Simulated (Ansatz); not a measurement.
# C2H6AlFO2: how energies converge with the basis set

One table from this session's results is given with a row withheld; the runs are named, their logs left out.

The runs use Ansatz 0.2.0, Gaussian basis; one geometry, several basis sets.

Levels to be run: PBE0-D4/def2-SVP; ωB97M-V/def2-SVP; PBE0-D4/def2-QZVPP; ωB97M-V/def2-QZVPP; the functionals' def2-TZVPP values are taken from earlier runs.

## Structure used throughout

An earlier PBE0-D4 in a triple-zeta def2 set relaxation fixed the geometry.

SMILES `C[O][Al]([F])[O]C`, 12 atoms, charge 0, spin multiplicity 1.

Atoms are counted from 1 here; the program's logs count them from 0.

Bond lengths: C1–O2 1.395 Å, C1–H7 1.095 Å, C1–H8 1.097 Å, C1–H9 1.095 Å, O2–Al3 1.669 Å, Al3–F4 1.639 Å, Al3–O5 1.669 Å, O5–C6 1.395 Å, C6–H10 1.095 Å, C6–H11 1.095 Å, C6–H12 1.097 Å. Angles: O2–C1–H7 110.0°, O2–C1–H8 112.8°, O2–C1–H9 110.0°, H7–C1–H8 107.9°, H7–C1–H9 107.9°, H8–C1–H9 108.0°, C1–O2–Al3 139.5°, O2–Al3–F4 117.0°, O2–Al3–O5 126.0°, F4–Al3–O5 117.0°, Al3–O5–C6 139.9°, O5–C6–H10 110.0°, O5–C6–H11 110.0°, O5–C6–H12 112.8°, H10–C6–H11 107.9°, H10–C6–H12 108.0°, H11–C6–H12 108.0°.

The first run:

Contents of in.yaml:

```yaml
crystal:
  periodic: [false, false, false]
  atoms:
    - {symbol: C, position_ang: [-1.234701, -1.590592, 0.559447]}
    - {symbol: O, position_ang: [-1.271360, -0.286897, 1.055322]}
    - {symbol: Al, position_ang: [-0.478035, 1.168663, 0.858954]}
    - {symbol: F, position_ang: [-0.993779, 2.425802, 1.774840]}
    - {symbol: O, position_ang: [0.791652, 1.461471, -0.183716]}
    - {symbol: C, position_ang: [1.572030, 0.794032, -1.128022]}
    - {symbol: H, position_ang: [-1.051494, -2.297060, 1.375358]}
    - {symbol: H, position_ang: [-0.452827, -1.736280, -0.195585]}
    - {symbol: H, position_ang: [-2.196533, -1.844939, 0.102735]}
    - {symbol: H, position_ang: [2.625329, 0.821810, -0.831073]}
    - {symbol: H, position_ang: [1.483355, 1.285509, -2.102167]}
    - {symbol: H, position_ang: [1.283262, -0.256619, -1.251893]}
basis:
  gaussian: {orbitals: def2-SVP}
hamiltonian: {xc: pbe0, dispersion: d4}
output: {orbitals: {seedname: orbitals}}
```

Among the steps run: PBE0-D4 in def2-SVP; ωB97M-V in def2-SVP; PBE0-D4 in def2-QZVPP; ωB97M-V in def2-QZVPP.

One table of the session follows, with a row left open; its other results are not shown here.

It belongs to the step «Density functionals: the series». 

| functional | basis | HOMO (eV) |
| --- | --- | --- |
| PBE0-D4 | def2-SVP | -8.07 |
| PBE0-D4 | def2-TZVPP | ? |
| PBE0-D4 | def2-QZVPP | -8.27 |
| ωB97M-V | def2-SVP | -10.45 |
| ωB97M-V | def2-TZVPP | -10.63 |
| ωB97M-V | def2-QZVPP | -10.67 |

**Question.** Estimate the row for PBE0-D4, def2-TZVPP.

**Answer.** HOMO (eV): -8.23. In the column «HOMO (eV)» it lies between PBE0-D4, def2-QZVPP (-8.27) and PBE0-D4, def2-SVP (-8.07).
